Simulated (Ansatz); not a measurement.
Geometry optimisation, DFT PBE, scalar-relativistic, plane waves, PAW (Ansatz 0.2.0).

Input file:

```yaml
accuracy: low
crystal:
  lattice:
    - [6.04, 0.0, 0.0]
    - [0.0, 6.04, 0.0]
    - [0.0, 0.0, 6.04]
  atoms:
    - { symbol: V, position: [0.0, 0.0, 0.0] }
    - { symbol: V, position: [0.5, 0.0, 0.0] }
    - { symbol: V, position: [0.0, 0.5, 0.0] }
    - { symbol: V, position: [0.0, 0.0, 0.5] }
    - { symbol: V, position: [0.25, 0.25, 0.25] }
    - { symbol: V, position: [0.5, 0.5, 0.0] }
    - { symbol: V, position: [0.5, 0.0, 0.5] }
    - { symbol: V, position: [0.75, 0.25, 0.25] }
    - { symbol: V, position: [0.0, 0.5, 0.5] }
    - { symbol: V, position: [0.25, 0.75, 0.25] }
    - { symbol: V, position: [0.25, 0.25, 0.75] }
    - { symbol: V, position: [0.5, 0.5, 0.5] }
    - { symbol: V, position: [0.75, 0.75, 0.25] }
    - { symbol: V, position: [0.75, 0.25, 0.75] }
    - { symbol: V, position: [0.25, 0.75, 0.75] }
    - { symbol: V, position: [0.75, 0.75, 0.75] }
    - { symbol: Na, position: [0.4908746, 0.7484628, 0.3684881] }
basis:
  ecutwfc: 420.0
kpoints:
  mp_grid: { grid: [2, 2, 2] }
hamiltonian:
  xc: pbe
scf:
  occupations: { method: fermi_dirac, width: 0.05 }
  lower_state_search: "off"
relax:
  f_tol: 0.08
  max_steps: 25
  adjacent_minimum: "off"
```

Launched with:

```bash
$ ansatz run input.yaml --threads 2 --pin off --max-ram 5120MiB --backend cpu --events-out ev --progress --plain --runs-dir out
```

Task: Where does it end, and by what steps?

Result: The run converged. Limits of this set-up: coarse k mesh, magnetic elements without spin, a small cell, in which the defect meets its images, a typed lattice constant that wasn't relaxed here, low accuracy level. After 12 steps the energy has fallen by 10.463 eV; Na17 moved furthest, 0.96 Å. The start is strongly strained (largest force component 15 eV/Å), so its close contacts needn't be bonds. Parted: V10–V12 (2.62 → 4.18 Å).

```json
{"step": "0", "energy less start (eV)": "0.0000", "largest force component (eV/Å)": "14.964", "accepted": "yes"}
{"step": "1", "energy less start (eV)": "-6.4979", "largest force component (eV/Å)": "7.312", "accepted": "yes"}
{"step": "2", "energy less start (eV)": "-9.6232", "largest force component (eV/Å)": "1.940", "accepted": "yes"}
{"step": "3", "energy less start (eV)": "-9.9040", "largest force component (eV/Å)": "1.302", "accepted": "yes"}
{"step": "4", "energy less start (eV)": "-9.4286", "largest force component (eV/Å)": "0.942", "accepted": "no"}
{"step": "5", "energy less start (eV)": "-10.1127", "largest force component (eV/Å)": "0.483", "accepted": "yes"}
{"step": "6", "energy less start (eV)": "-10.1761", "largest force component (eV/Å)": "0.196", "accepted": "yes"}
{"step": "7", "energy less start (eV)": "-10.2405", "largest force component (eV/Å)": "0.180", "accepted": "yes"}
{"step": "8", "energy less start (eV)": "-10.2899", "largest force component (eV/Å)": "0.229", "accepted": "yes"}
{"step": "9", "energy less start (eV)": "-10.3315", "largest force component (eV/Å)": "0.198", "accepted": "yes"}
{"step": "10", "energy less start (eV)": "-10.3566", "largest force component (eV/Å)": "0.688", "accepted": "yes"}
{"step": "11", "energy less start (eV)": "-10.4603", "largest force component (eV/Å)": "0.091", "accepted": "yes"}
{"step": "12", "energy less start (eV)": "-10.4629", "largest force component (eV/Å)": "0.048", "accepted": "yes"}
```

```xyz
17
Lattice="6.0400 0.0000 0.0000 0.0000 6.0400 0.0000 0.0000 0.0000 6.0400" Properties=species:S:1:pos:R:3
V -0.095 0.180 -0.136
V 3.048 0.028 0.012
V 0.057 3.077 0.014
V 0.057 0.029 3.005
V 1.523 1.508 1.479
V 3.089 3.038 -0.049
V 3.090 0.090 3.046
V 4.556 1.568 1.521
V -0.005 3.035 3.046
V 1.100 5.024 1.056
V 1.566 1.567 4.514
V 3.513 2.612 3.465
V 4.618 4.602 1.480
V 4.706 1.420 4.662
V 1.521 4.603 4.574
V 4.558 4.560 4.513
Na 2.305 3.819 2.263
```

Whether the end is a true minimum wasn't checked by a vibrational analysis.

Time of the run: 33 s on 2 threads of AMD EPYC 9B45 (Zen 5), on a shared host, peak memory 0.86 GiB.
